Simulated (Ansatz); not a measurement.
**BFHTe radical (SMILES FB[Te]): single points off equilibrium**

The task here is to estimate one member of a computed series from the others.

The runs use Ansatz 0.2.0, Gaussian basis; single points in def2-TZVPP.

Correlated methods freeze the cores. Filled d shells of the heavier atoms are correlated. Core potentials replace the inner electrons past krypton, and spin-orbit coupling is left out. Orbitals are unrestricted. B3LYP uses VWN-RPA correlation.

## Where the work starts

SMILES `FB[Te]`, 4 atoms, charge 0, spin multiplicity 2.

Atoms are counted from 1 here; the program's logs count them from 0.

Bond lengths: F1–B2 1.244 Å, B2–Te3 2.123 Å, B2–H4 1.271 Å. Angles: F1–B2–Te3 124.1°, F1–B2–H4 120.2°, Te3–B2–H4 114.9°.

Geometry (Å):

| atom | x (Å) | y (Å) | z (Å) |
| --- | --- | --- | --- |
| F1 | -0.1018 | 1.0004 | -0.9260 |
| B2 | -0.1403 | 0.1628 | -0.0072 |
| Te3 | 1.5099 | -1.0351 | 0.5831 |
| H4 | -1.2525 | -0.1651 | 0.5124 |

The first run:

Input file run/in.yaml:

```yaml
crystal:
  periodic: [false, false, false]
  atoms:
    - {symbol: F, position_ang: [-0.101800, 1.000400, -0.926000]}
    - {symbol: B, position_ang: [-0.140300, 0.162800, -0.007200]}
    - {symbol: Te, position_ang: [1.509900, -1.035100, 0.583100]}
    - {symbol: H, position_ang: [-1.252500, -0.165100, 0.512400]}
basis:
  gaussian: {orbitals: def2-TZVPP}
magnetization: {spin_polarized: true, initial_magnetization: 1}
correlation: {method: ccsd_t}
scf: {omitted_lower_state_checks: [cluster_reference]}
output: {forces: true}
```

No record of the launch command was kept for these runs.

Steps of the session up to this table: CCSD(T)/def2-TZVPP; PBE0-D4/def2-TZVPP; wB97M-V/def2-TZVPP; r2SCAN-D4/def2-TZVPP; PBE-D4/def2-TZVPP; CAM-B3LYP-D4/def2-TZVPP; B3LYP-D4/def2-TZVPP.

One table of the session follows, with a row left open; its other results are not shown here.

```
      method  RMS force component (eV/Å)  angle to CCSD(T) forces (°)  dipole (D)
     CCSD(T)                       1.985                    reference        0.27
     PBE0-D4                       1.816                          0.6        0.25
     wB97M-V                           ?                            ?           ?
   r2SCAN-D4                       1.870                          0.8        0.19
      PBE-D4                       1.996                          4.3        0.23
CAM-B3LYP-D4                       1.834                          1.9        0.24
    B3LYP-D4                       1.888                          1.9        0.26
```

**Question.** Estimate the row for wB97M-V.

**Answer.** RMS force component (eV/Å): 1.921; angle to CCSD(T) forces (°): 1.2; dipole (D): 0.17. In the column «RMS force component (eV/Å)» it lies between B3LYP-D4 (1.888) and CCSD(T) (1.985).
